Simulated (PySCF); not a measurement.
Runs of PySCF 2.14.0 on CGeClH5. The cell holds a molecule in a box, 8 atoms: a = 12.000 Å, b = 13.000 Å, c = 13.000 Å, α = 90.00°, β = 90.00°, γ = 90.00°. 

```csv
task,level,frozen core bands,conv_tol,exxdiv,grid for exchange and correlation,three-body dispersion term,gap on the mesh (eV)
excitation energies (Tamm-Dancoff),PBE0,15,1e-08 Ha,ewald,"Becke, atom-centred",-,(a)
atomic charges,RPBE,-,1e-07 Ha,-,"Becke, atom-centred",-,6.51
atomic charges,M06-L+D4,-,1e-07 Ha,-,"Becke, atom-centred",yes,(b)
atomic charges,HSE03,-,1e-07 Ha,ewald,"Becke, atom-centred",-,8.01
MP2 correlation energy,HF,15,1e-08 Ha,ewald,-,-,15.43
atomic charges,revTPSS+D3,-,1e-07 Ha,-,"Becke, atom-centred",no,6.83
```

Alike in all rows: potentials or basis def2-svp (all-electron); no spin polarisation; cell as given; k mesh 1 × 1 × 1; smearing fixed.

Fill in the values left out.

(a) 8.78; (b) 7.30.

Caveats: this is a molecule in a periodic box at the Γ point, so its band gap is the HOMO-LUMO gap; relativity is left out, which matters for the heavier elements; the basis of atomic orbitals isn't converged, which shifts pressures, moduli and gaps; the basis is small and the box finite, so much correlation energy is missing and levels can be off by tenths of an eV (some runs); the iterative solver can pass over a root and still report convergence (some runs); this program's HSE differs a little from the usual definition (some runs).

A k mesh can miss the band edges, and the runs leave out spin-orbit coupling on Ge.

Runs at the PBE level aren't shown here.
